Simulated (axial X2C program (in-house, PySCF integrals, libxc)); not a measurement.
# TiNa: from the state search to constants

Aim: find the lowest determinant of TiNa, scan the bond at several levels and fit the constants, once spin-free and once with spin–orbit coupling.

Method: all-electron X2C, Ti dyall-cv3z, Na dyall-cv3z; program: an in-house X2C program for linear molecules on PySCF integrals.

All values are calculated.

## (1) Set-up

task.json reads:

```json
{"zs": [22, 11], "q": 0, "bas": ["dyall-cv3z", "dyall-cv3z"], "levels": ["PBE0", "HF", "PBE"], "cc": true, "r0": 2.91, "thr": -1.0, "nmax": 90, "npts": 10, "nst": 2, "ntry": 6}
```

Keys: zs atomic numbers; q charge; bas basis sets; levels methods (HF also brings MP2); cc coupled cluster on or off; r0 starting distance in Å; thr threshold in hartree for freezing inner shells (an s shell follows its p shell); nmax most natural virtual spinors; npts points asked for on the curve; nst determinants followed; ntry starts of the search.

The run is started by

```sh
$ python so2c.py task.json out
```

Spin-free means the one-electron spin-free X2C Hamiltonian; two-component (2c) means X2C with spin–orbit coupling and atomic mean-field two-electron Coulomb and Gaunt terms. Basis: Ti dyall-cv3z contracted to [10s10p6d4f2g], Na dyall-cv3z contracted to [9s8p5d2f]; Gaussian nuclei, density fitting. Masses: Ti 47.948 u, Na 22.990 u.

Notation: σ, π±, δ± give the projection m of an orbital's angular momentum (0, ±1, ±2), α and β its spin, Λ and M_S the sums; ω is the projection of a spinor's total angular momentum and Ω the sum. Logs are in hartree.

The results follow Hamiltonian by Hamiltonian and level by level.

## (2) State search with PBE0

PBE0 moves the distance from 2.910 Å to 3.039 Å and compares determinants there.

Spin-free determinants:

| ΔE (eV) | state | open shells |
| --- | --- | --- |
| 0.00 | M_S = 3/2, Λ = 2 | beyond closed shells: π+α, π-α, δ+α |
| 0.07 | M_S = 3/2, Λ = 3 | beyond closed shells: σα, π+α, δ+α |
| 0.09 | M_S = 3/2, Λ = 0 | beyond closed shells: σα, δ+α, δ-α |
| 0.19 | M_S = 3/2, Λ = 0 | beyond closed shells: σα, π+α, π-α |
| 0.19 | M_S = 3/2, Λ = 1 | beyond closed shells: σα, π-α, δ+α |
| 0.38 | M_S = 1/2, Λ = 0 | beyond closed shells: σβ, π+α, π-α |
| 0.53 | M_S = 1/2, Λ = 3 | beyond closed shells: σβ, π+α, δ+α |

Two-component determinants:

| ΔE (eV) | state | open shells |
| --- | --- | --- |
| 0.00 | Ω = 1/2 | excess of +ω over −ω: ω = 1/2 |
| 0.02 | Ω = 7/2 | excess of +ω over −ω: ω = -1/2, ω = 3/2, ω = 5/2 |
| 0.06 | Ω = 3/2 | excess of +ω over −ω: ω = 3/2 |
| 0.10 | Ω = 3/2 | excess of +ω over −ω: ω = 1/2, ω = -3/2, ω = 5/2 |
| 0.10 | Ω = 9/2 | excess of +ω over −ω: ω = 1/2, ω = 3/2, ω = 5/2 |
| 0.21 | Ω = 5/2 | excess of +ω over −ω: ω = 5/2 |
| 0.40 | Ω = 1/2 | excess of +ω over −ω: 2 × ω = -1/2, ω = 3/2 |

## (3) PBE0, spin-free

State followed: M_S = 3/2, Λ = 2 (beyond closed shells: π+α, π-α, δ+α). The scan is laid around 3.039 Å, a first estimate of the minimum, and this SCF restarts from the orbitals of the search.

The SCF at the reference distance of 3.039 Å:

```text
spin-free X2C-1e  PBE0
basis functions 188  fitting functions 977  grid points 5086
iter        total energy     max residual
   1      -1015.943184192     6.60e-06
   2      -1015.943184194     6.64e-06
converged
one-electron -1484.39840305  Coulomb 482.97837331  exact exchange -13.87380815  xc functional -42.78849900  nuclear repulsion 42.13915270
```

Along the bond, energies from the lowest point:

| R (Å) | E (eV) | μ (D) | HOMO (eV) | LUMO (eV) | iterations |
| --- | --- | --- | --- | --- | --- |
| 2.644 | 0.1405 | 1.46 | -3.31 | -1.50 | 15 |
| 2.765 | 0.0605 | 1.57 | -3.25 | -1.53 | 14 |
| 2.857 | 0.0246 | 1.65 | -3.21 | -1.55 | 14 |
| 2.948 | 0.0055 | 1.73 | -3.19 | -1.57 | 13 |
| 3.039 | 0.0000 | 1.81 | -3.17 | -1.59 | 2 |
| 3.145 | 0.0071 | 1.90 | -3.15 | -1.62 | 13 |
| 3.252 | 0.0257 | 1.97 | -3.15 | -1.64 | 13 |
| 3.389 | 0.0613 | 2.05 | -3.15 | -1.66 | 13 |
| 3.556 | 0.1164 | 2.10 | -3.16 | -1.69 | 13 |
| 3.799 | 0.2058 | 2.09 | -3.19 | -1.71 | 12 |

Dipoles are positive if Na is the positive end.

Outer orbitals at the reference distance:

```csv
symmetry,occupied,ε (eV),atomic character
σβ,yes,-31.82,100% Na p
π-β,yes,-31.81,100% Na p
π+β,yes,-31.81,100% Na p
σα,yes,-31.79,100% Na p
π-α,yes,-31.79,100% Na p
π+α,yes,-31.79,100% Na p
σα,yes,-4.44,"60% Ti s, 26% Na s, 11% Na p"
σβ,yes,-3.83,"54% Na s, 34% Ti s, 7% Ti p"
π+α,yes,-3.51,"97% Ti d, 2% Na p"
π-α,yes,-3.37,"96% Ti d, 2% Na p"
δ+α,yes,-3.17,100% Ti d
σα,no,-1.59,"43% Ti p, 34% Na s, 13% Na p"
σβ,no,-1.36,"44% Na p, 23% Ti s, 17% Ti p"
π+α,no,-0.77,"67% Ti p, 30% Na p"
π-α,no,-0.72,"65% Ti p, 32% Na p"
```

PBE0 fields in the half plane through the axis: z from -2.4 to 5.4 Å across, distance from the axis 0.15 to 2.25 Å upwards; Ti lies at z = 0 and Na at z = 3.039 Å; the ELF is damped to zero where the density is low.

log10 density (e/bohr³). Ten even steps from '0' (-4.15 ) to '9' (1.40 ):
```
001112222222222222111110000
011222222222222222221111000
112223333333333222222211100
112233333333333333322221110
122334444444433333333222110
122334566654433345554322111
122335677765443456765432111
122335679765443467886432211
```

ELF. Ten even steps from '0' (0.00 ) to '9' (0.91 ):
```
001222211246889998876421000
013443211247899998876652100
024554210147899974323455200
124554200136899720000124420
123444311134687200000002431
011223665653354003541001341
000002897972132038996100242
000001729261011069298300242
```

Re = 3.036 Å, ωe = 152.1 cm⁻¹, ωexe = 0.843 cm⁻¹, Be = 0.1177 cm⁻¹, De = 0.589 eV, μ = 1.81 D.

## (4) HF, spin-free

Output at 3.039 Å:

```text
spin-free X2C-1e  HF
basis functions 188  fitting functions 977  grid points 5086
iter        total energy     max residual
   1      -1014.776109640     1.34e-01
   2      -1014.794345073     5.59e-03
   3      -1014.796862154     2.99e-03
   4      -1014.797976904     2.35e-03
   5      -1014.798532100     1.72e-03
   6      -1014.798948160     1.01e-03
   7      -1014.799159409     3.19e-04
   8      -1014.799185212     1.85e-04
   9      -1014.799189064     1.33e-04
  10      -1014.799190692     6.98e-05
  11      -1014.799191331     1.84e-05
  12      -1014.799191366     7.79e-06
  13      -1014.799191370     3.66e-06
  14      -1014.799191371     2.09e-06
converged
one-electron -1484.35891454  Coulomb 483.03463770  exact exchange -55.61406723  xc functional 0.00000000  nuclear repulsion 42.13915270
```

No constants are quoted: the lowest point is the long end of the scan.

## (5) PBE, spin-free

The SCF at the reference distance of 3.039 Å:

```text
spin-free X2C-1e  PBE
basis functions 188  fitting functions 977  grid points 5086
iter        total energy     max residual
   1      -1015.910858520     4.62e-02
   2      -1015.911815729     1.70e-02
   3      -1015.897647854     4.53e-02
   4      -1015.913811639     2.33e-03
   5      -1015.913895981     1.88e-03
   6      -1015.913955137     4.85e-04
   7      -1015.913961930     1.29e-04
   8      -1015.913962129     3.32e-05
   9      -1015.913962191     4.78e-06
  10      -1015.913962193     2.15e-06
converged
one-electron -1483.99849767  Coulomb 482.53408042  exact exchange 0.00000000  xc functional -56.58869764  nuclear repulsion 42.13915270
```

Re = 2.992 Å, ωe = 162.2 cm⁻¹, ωexe = 0.846 cm⁻¹, Be = 0.1212 cm⁻¹, De = 0.789 eV, μ = 2.07 D.

## (6) MP2 and beyond, spin-free

Correlated methods: 5 electrons correlated (frozen shells, counted by type: Ti 3 s, 2 p; Na 2 s, 1 p), 303 virtual spinors in MP2, 76 natural virtuals in coupled cluster.

Output of the correlated part at 3.039 Å:

```text
correlated 5  virtual 303  natural virtual 76  E(MP2) -0.047915013  MP2 remainder -0.001370537
iter   CCSD correlation   residual
   1     -0.055341551   1.29e-01
   2     -0.062718498   8.53e-02
   3     -0.065155223   4.53e-02
   4     -0.066605203   2.40e-02
   5     -0.067055799   1.10e-02
   6     -0.067179431   5.03e-03
   7     -0.067188581   2.46e-03
   8     -0.067202738   1.58e-03
   9     -0.067210958   1.04e-03
  10     -0.067218156   6.59e-04
  11     -0.067219105   3.35e-04
  12     -0.067218707   1.64e-04
  13     -0.067219270   6.49e-05
  14     -0.067219704   2.70e-05
  15     -0.067219772   1.07e-05
  16     -0.067219725   4.84e-06
  17     -0.067219722   2.67e-06
(T) -0.003885576  T1 0.1470  D1 0.2977  max T2 0.117
```

T1 in the output is the amplitude norm over the root of the electron number; divide by √2 for the Lee–Taylor value.

MP2: No constants are quoted: the reference is strongly spin-contaminated.

CCSD: Re = 3.005 Å, ωe = 162.0 cm⁻¹, ωexe = 0.765 cm⁻¹, Be = 0.1201 cm⁻¹, De = -0.223 eV. T1 at Re = 0.105 (Lee–Taylor, the printed value over √2).

CCSD(T): Re = 2.966 Å, ωe = 170.3 cm⁻¹, ωexe = 0.744 cm⁻¹, Be = 0.1233 cm⁻¹, De = -0.164 eV. T1 at Re = 0.106 (Lee–Taylor, the printed value over √2).

## (7) A higher determinant, spin-free

State: M_S = 3/2, Λ = 3 (beyond closed shells: σα, π+α, δ+α).

Output at the reference distance:

```text
spin-free X2C-1e  PBE0
basis functions 188  fitting functions 977  grid points 5086
iter        total energy     max residual
   1      -1015.940631740     8.65e-06
   2      -1015.940631745     1.29e-05
   3      -1015.940631747     5.21e-06
converged
one-electron -1483.95744802  Coulomb 482.49295678  exact exchange -13.86194408  xc functional -42.75334912  nuclear repulsion 42.13915270
```

| R (Å) | E above the lowest PBE0 point (eV) |
| --- | --- |
| 2.644 | 0.276 |
| 2.765 | 0.170 |
| 2.857 | 0.118 |
| 2.948 | 0.086 |
| 3.039 | 0.069 |
| 3.145 | 0.068 |
| 3.252 | 0.082 |
| 3.389 | 0.116 |
| 3.556 | 0.177 |

Re = 3.101 Å, ωe = 161.1 cm⁻¹, Be = 0.1128 cm⁻¹, μ = 2.21 D. Te = 0.07 eV.

## (8) The spin-free curves together

Energy (eV) of the followed determinant, spin-free, from each level's lowest point:

| R (Å) | PBE0 | HF | MP2 (spin-contaminated) | CCSD | CCSD(T) | PBE |
| --- | --- | --- | --- | --- | --- | --- |
| 2.644 | 0.140 | 0.406 | 0.198 | n/a | n/a | 0.120 |
| 2.765 | 0.061 | 0.280 | 0.104 | 0.051 | 0.039 | 0.045 |
| 2.857 | 0.025 | 0.207 | 0.056 | 0.018 | 0.010 | 0.014 |
| 2.948 | 0.006 | 0.149 | 0.025 | 0.002 | 0.000 | 0.000 |
| 3.039 | 0.000 | 0.104 | 0.008 | 0.000 | 0.004 | 0.000 |
| 3.145 | 0.007 | 0.065 | 0.000 | 0.012 | 0.023 | 0.014 |
| 3.252 | 0.026 | 0.038 | 0.003 | 0.037 | 0.054 | 0.039 |
| 3.389 | 0.061 | 0.016 | 0.019 | 0.080 | 0.105 | 0.083 |
| 3.556 | 0.116 | 0.003 | 0.049 | n/a | n/a | 0.149 |
| 3.799 | 0.206 | 0.000 | 0.102 | n/a | n/a | 0.253 |

## (9) PBE0, 2c

State followed: Ω = 1/2 (excess of +ω over −ω: ω = 1/2). The scan is laid around 3.039 Å, a first estimate of the minimum, and this SCF restarts from the orbitals of the search.

Output at 3.039 Å:

```text
two-component X2C + atomic mean field  PBE0
basis functions 188  fitting functions 977  grid points 5086
iter        total energy     max residual
   1      -1015.740971644     2.42e-05
   2      -1015.740971661     1.67e-05
   3      -1015.740971666     1.37e-05
   4      -1015.740971675     6.44e-06
   5      -1015.740971677     8.18e-07
converged
one-electron -1483.89241496  Coulomb 482.86838483  exact exchange -13.87051393  xc functional -42.77835290  nuclear repulsion 42.13915270  atomic mean-field constant -0.20722740
```

Along the bond, energies from the lowest point:

| R (Å) | E (eV) | μ (D) | HOMO (eV) | LUMO (eV) | iterations |
| --- | --- | --- | --- | --- | --- |
| 2.644 | 0.1405 | 1.46 | -3.33 | -1.50 | 16 |
| 2.765 | 0.0605 | 1.56 | -3.27 | -1.53 | 14 |
| 2.857 | 0.0246 | 1.64 | -3.23 | -1.55 | 14 |
| 2.948 | 0.0055 | 1.72 | -3.20 | -1.57 | 13 |
| 3.039 | 0.0000 | 1.80 | -3.18 | -1.59 | 5 |
| 3.145 | 0.0071 | 1.89 | -3.17 | -1.62 | 13 |
| 3.252 | 0.0257 | 1.97 | -3.16 | -1.64 | 13 |
| 3.389 | 0.0612 | 2.04 | -3.16 | -1.66 | 13 |
| 3.556 | 0.1163 | 2.09 | -3.17 | -1.69 | 13 |
| 3.799 | 0.2056 | 2.08 | -3.21 | -1.71 | 12 |

Dipoles are positive if Na is the positive end.

Outer spinors at the reference distance:

```csv
ω,occupied,ε (eV),atomic character,λ mixture
-1/2,yes,-31.90,100% Na p,"72% π, 28% σ"
1/2,yes,-31.89,100% Na p,"58% π, 42% σ"
3/2,yes,-31.75,100% Na p,100% π
1/2,yes,-31.74,100% Na p,"58% σ, 42% π"
-1/2,yes,-31.73,100% Na p,"72% σ, 28% π"
-3/2,yes,-31.72,100% Na p,100% π
-1/2,yes,-4.44,"60% Ti s, 26% Na s, 11% Na p",100% σ
1/2,yes,-3.83,"54% Na s, 34% Ti s, 7% Ti p",100% σ
1/2,yes,-3.52,"97% Ti d, 2% Na p",100% π
-3/2,yes,-3.37,"96% Ti d, 2% Na p",100% π
3/2,yes,-3.18,100% Ti d,100% δ
-1/2,no,-1.59,"43% Ti p, 34% Na s, 13% Na p",100% σ
1/2,no,-1.36,"44% Na p, 23% Ti s, 17% Ti p",100% σ
1/2,no,-0.77,"67% Ti p, 30% Na p",100% π
-3/2,no,-0.72,"65% Ti p, 32% Na p",100% π
```

PBE0 fields in the half plane through the axis: z from -2.4 to 5.4 Å across, distance from the axis 0.15 to 2.25 Å upwards; Ti lies at z = 0 and Na at z = 3.039 Å; the ELF is damped to zero where the density is low.

log10 density (e/bohr³). Ten even steps from '0' (-4.15 ) to '9' (1.40 ):
```
001112222222222222111110000
011222222222222222221111000
112223333333333222222211100
112233333333333333322221110
122334444444433333333222110
122334566654433345554322111
122335677765443456765432111
122335679765443467886432211
```

ELF. Ten even steps from ' ' (0.00 ) to '@' (0.91 ):
```
    ..::::::::....::==**%%%%@@@@@@%%%%##**==::..      
  ..--====--::....::==##%%@@@@@@@@%%%%##****++::..    
  ::==++++==::..  ..==##%%@@@@@@##==--::--==++++::    
..::==++++==::    ..--**%%@@@@##::        ..::====::  
..::--======--......--==**%%##::              ::==--..
  ....::::--****++**++----++==    --++==..    ..--==..
          ::%%@@##@@##::..--::  --%%@@@@**..    ::==::
          ..##::@@::**..  ....  **@@::@@%%--    ::==::
```

Re = 3.036 Å, ωe = 152.0 cm⁻¹, ωexe = 0.842 cm⁻¹, Be = 0.1177 cm⁻¹, De = 0.605 eV, μ = 1.80 D.

## (10) HF, 2c

The SCF at the reference distance of 3.039 Å:

```text
two-component X2C + atomic mean field  HF
basis functions 188  fitting functions 977  grid points 5086
iter        total energy     max residual
   1      -1014.574160558     1.34e-01
   2      -1014.592393875     5.58e-03
   3      -1014.594909114     2.99e-03
   4      -1014.596023246     2.35e-03
   5      -1014.596576543     1.72e-03
   6      -1014.596991461     1.01e-03
   7      -1014.597203112     3.19e-04
   8      -1014.597229022     1.85e-04
   9      -1014.597232881     1.33e-04
  10      -1014.597234514     7.01e-05
  11      -1014.597235154     1.81e-05
  12      -1014.597235189     7.84e-06
  13      -1014.597235194     3.67e-06
  14      -1014.597235195     2.88e-06
converged
one-electron -1483.85309294  Coulomb 482.92484816  exact exchange -55.60091571  xc functional 0.00000000  nuclear repulsion 42.13915270  atomic mean-field constant -0.20722740
```

No constants are quoted: the lowest point is the long end of the scan.

## (11) PBE, 2c

Output at 3.039 Å:

```text
two-component X2C + atomic mean field  PBE
basis functions 188  fitting functions 977  grid points 5086
iter        total energy     max residual
   1      -1015.708540213     4.62e-02
   2      -1015.709499363     1.70e-02
   3      -1015.695367187     4.52e-02
   4      -1015.711493804     2.33e-03
   5      -1015.711578825     1.88e-03
   6      -1015.711637883     4.84e-04
   7      -1015.711644654     1.29e-04
   8      -1015.711644853     3.31e-05
   9      -1015.711644915     4.77e-06
  10      -1015.711644917     2.18e-06
converged
one-electron -1483.49216926  Coulomb 482.42370679  exact exchange 0.00000000  xc functional -56.57510774  nuclear repulsion 42.13915270  atomic mean-field constant -0.20722740
```

Re = 2.992 Å, ωe = 162.1 cm⁻¹, ωexe = 0.845 cm⁻¹, Be = 0.1211 cm⁻¹, De = 0.802 eV, μ = 2.06 D.

## (12) MP2 and beyond, 2c

Correlated methods: 5 electrons correlated (frozen shells, counted by type: Ti 3 s, 2 p; Na 2 s, 1 p), 303 virtual spinors in MP2, 76 natural virtuals in coupled cluster.

Output of the correlated part at 3.039 Å:

```text
correlated 5  virtual 303  natural virtual 76  E(MP2) -0.047882166  MP2 remainder -0.001370605
iter   CCSD correlation   residual
   1     -0.055303945   1.29e-01
   2     -0.062675995   8.52e-02
   3     -0.065108850   4.53e-02
   4     -0.066557333   2.40e-02
   5     -0.067007225   1.10e-02
   6     -0.067130784   5.03e-03
   7     -0.067140059   2.46e-03
   8     -0.067154116   1.57e-03
   9     -0.067162343   1.04e-03
  10     -0.067169399   6.59e-04
  11     -0.067170289   3.37e-04
  12     -0.067169609   1.74e-04
  13     -0.067169819   7.95e-05
  14     -0.067170463   3.85e-05
  15     -0.067170905   1.90e-05
  16     -0.067170973   8.33e-06
  17     -0.067170991   5.32e-06
(T) -0.003876901  T1 0.1469  D1 0.2975  max T2 0.118
```

MP2: No constants are quoted: the reference is strongly spin-contaminated.

CCSD: Re = 3.005 Å, ωe = 161.8 cm⁻¹, ωexe = 0.751 cm⁻¹, Be = 0.1201 cm⁻¹, De = -0.209 eV. T1 at Re = 0.105 (Lee–Taylor, the printed value over √2).

CCSD(T): Re = 2.966 Å, ωe = 170.3 cm⁻¹, ωexe = 0.754 cm⁻¹, Be = 0.1233 cm⁻¹, De = -0.151 eV. T1 at Re = 0.106 (Lee–Taylor, the printed value over √2).

## (13) A higher determinant, 2c

State: Ω = 7/2 (excess of +ω over −ω: ω = -1/2, ω = 3/2, ω = 5/2).

Output at the reference distance:

```text
two-component X2C + atomic mean field  PBE0
basis functions 188  fitting functions 977  grid points 5086
iter        total energy     max residual
   1      -1015.740142016     2.82e-05
   2      -1015.740142040     1.97e-05
   3      -1015.740142048     1.60e-05
   4      -1015.740142064     6.53e-06
   5      -1015.740142066     9.90e-07
converged
one-electron -1483.88229748  Coulomb 482.85862973  exact exchange -13.87043836  xc functional -42.77796125  nuclear repulsion 42.13915270  atomic mean-field constant -0.20722740
```

| R (Å) | E above the lowest PBE0 point (eV) |
| --- | --- |
| 2.644 | 0.163 |
| 2.765 | 0.083 |
| 2.857 | 0.047 |
| 2.948 | 0.028 |
| 3.039 | 0.023 |
| 3.145 | 0.030 |
| 3.252 | 0.048 |
| 3.389 | 0.084 |
| 3.556 | 0.139 |

Re = 3.037 Å, ωe = 152.0 cm⁻¹, ωexe = 0.843 cm⁻¹, Be = 0.1177 cm⁻¹, μ = 1.81 D. Te = 0.02 eV.

## (14) The 2c curves together

Energy (eV) of the followed determinant, 2c, from each level's lowest point:

| R (Å) | PBE0 | HF | MP2 (spin-contaminated) | CCSD | CCSD(T) | PBE |
| --- | --- | --- | --- | --- | --- | --- |
| 2.644 | 0.140 | 0.406 | 0.198 | n/a | n/a | 0.120 |
| 2.765 | 0.061 | 0.280 | 0.104 | 0.051 | 0.039 | 0.045 |
| 2.857 | 0.025 | 0.207 | 0.056 | 0.018 | 0.011 | 0.014 |
| 2.948 | 0.006 | 0.149 | 0.025 | 0.002 | 0.000 | 0.000 |
| 3.039 | 0.000 | 0.104 | 0.008 | 0.000 | 0.004 | 0.000 |
| 3.145 | 0.007 | 0.065 | 0.000 | 0.012 | 0.023 | 0.014 |
| 3.252 | 0.026 | 0.038 | 0.003 | 0.036 | 0.053 | 0.039 |
| 3.389 | 0.061 | 0.016 | 0.019 | 0.080 | 0.105 | 0.083 |
| 3.556 | 0.116 | 0.003 | 0.049 | n/a | n/a | 0.149 |
| 3.799 | 0.206 | 0.000 | 0.102 | n/a | n/a | 0.253 |

Time for the job: 2.6 min (1 thread, shared host).

## (15) Results

Lowest determinant that the search found at its distance, spin-free: M_S = 3/2, Λ = 2 (beyond closed shells: π+α, π-α, δ+α).

Lowest determinant that the search found at its distance, 2c: Ω = 1/2 (excess of +ω over −ω: ω = 1/2).

```csv
Hamiltonian,level,Re (Å),ωe (cm⁻¹),De (eV),μ (D)
spin-free,PBE0,3.036,152.1,0.589,1.81
spin-free,CCSD,3.005,162.0,-0.223,n/a
spin-free,CCSD(T),2.966,170.3,-0.164,n/a
spin-free,PBE,2.992,162.2,0.789,2.07
2c,PBE0,3.036,152.0,0.605,1.80
2c,CCSD,3.005,161.8,-0.209,n/a
2c,CCSD(T),2.966,170.3,-0.151,n/a
2c,PBE,2.992,162.1,0.802,2.06
```

Dipoles are positive if Na is the positive end. No constants: spin-free HF (the lowest point is the long end of the scan); spin-free MP2 (the reference is strongly spin-contaminated); 2c HF (the lowest point is the long end of the scan); 2c MP2 (the reference is strongly spin-contaminated).

Time per point (s) on 1 thread, shared host (2c runs; CCSD comes with the CCSD(T) run); the times are rough: PBE0 0.95, CCSD(T) 2.4, PBE 0.62.

In words: At CCSD(T), going from spin-free to two-component changes Re by 0 mÅ, ωe by -0.1 %; the spin-free picture holds up (part of it comes from the scalar share of the two-electron terms). De moves by +0.01 eV; both De rest on single-determinant atoms, which can miss part of an open shell's spin–orbit lowering. De is negative at CCSD, CCSD(T): there the minimum lies above the ground-state fragments.

De refers to Ti + Na, each in the lowest determinant found, which need not be this curve's own limit. Each curve is one determinant whose occupation by symmetry is held fixed; it was picked as the lowest of a PBE0 search that is not exhaustive. De is counted from the lowest determinant-based energies of the atoms at the same level, without counterpoise correction. Density functionals use the spin component along the axis (collinear). Coupled cluster ran in a truncated set of natural virtual spinors; the MP2 energy of the rest was added. With several unpaired electrons one determinant need not be a pure state. At some level an empty orbital lies below a filled one. The spin-free determinant is spin-contaminated at some levels. T1 at Re is 0.106 (Lee–Taylor), above the customary mark of 0.02.
